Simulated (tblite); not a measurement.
# C7H14GeS: the cost of one run

Programs: PySCF 2.14.0 with density-fitted response routines of our own, and tblite 0.8.0. All values are computed, except where a source is named. Atoms count from 0 throughout.

### 1 The molecule as given

23 atoms, charge 0, multiplicity 1; geometry from: UFF geometry.

Bonds of the start (Å): C0–C1 1.35, C0–H10 1.08, C0–H9 1.09, C1–C2 1.51, C1–C3 1.53, C2–H11 1.11, C2–H12 1.11, C2–H13 1.11, C3–C4 1.54, C3–Ge8 1.96, C3–H14 1.11, C4–C5 1.53, C4–H15 1.11, C4–H16 1.10, C5–Ge8 1.93, C5–H17 1.11, C5–S6 1.85, C7–H18 1.11, C7–H19 1.11, C7–H20 1.11, Ge8–H21 1.55, Ge8–H22 1.55, S6–C7 1.83.

### 2 GFN2-xTB relaxation, conformer 1

The job: settings as JSON, then the geometry in Å.

```
{"job": {"xc": "GFN2-xTB", "basis": "xTB", "kind": "relax"}, "charge": 0, "multiplicity": 1}
C     -1.441300    -1.885900    -0.513800
C     -1.337300    -0.620700    -0.065600
C     -1.980200    -0.289100     1.263700
C     -0.691400     0.448200    -0.945000
C      0.670700     0.027800    -1.528800
C      1.496900     1.171700    -0.946000
S      2.904400     0.689100     0.145700
C      2.112500    -0.562500     1.219700
Ge     0.035700     1.993800     0.008800
H     -1.947600    -2.649400     0.083700
H     -1.071100    -2.167400    -1.490800
H     -2.113700     0.803700     1.398300
H     -1.389000    -0.692700     2.106200
H     -3.003800    -0.728200     1.302000
H     -1.397900     0.774400    -1.730400
H      0.645900     0.092700    -2.633700
H      1.026000    -0.968800    -1.221000
H      1.861300     1.851700    -1.740000
H      1.093100    -0.257400     1.538800
H      2.731400    -0.696400     2.131700
H      2.056900    -1.537900     0.698600
H      0.133900     1.885300     1.551000
H     -0.400100     3.345000    -0.622900
```

Run with:

```sh
$ OMP_NUM_THREADS=1 python ens_run.py task.json out
```

The driver reads the study from task.json and runs its stages one after another.

**Question.** How long does this first job take on 1 thread of Arm Neoverse N1, shared host?

About 6 s.
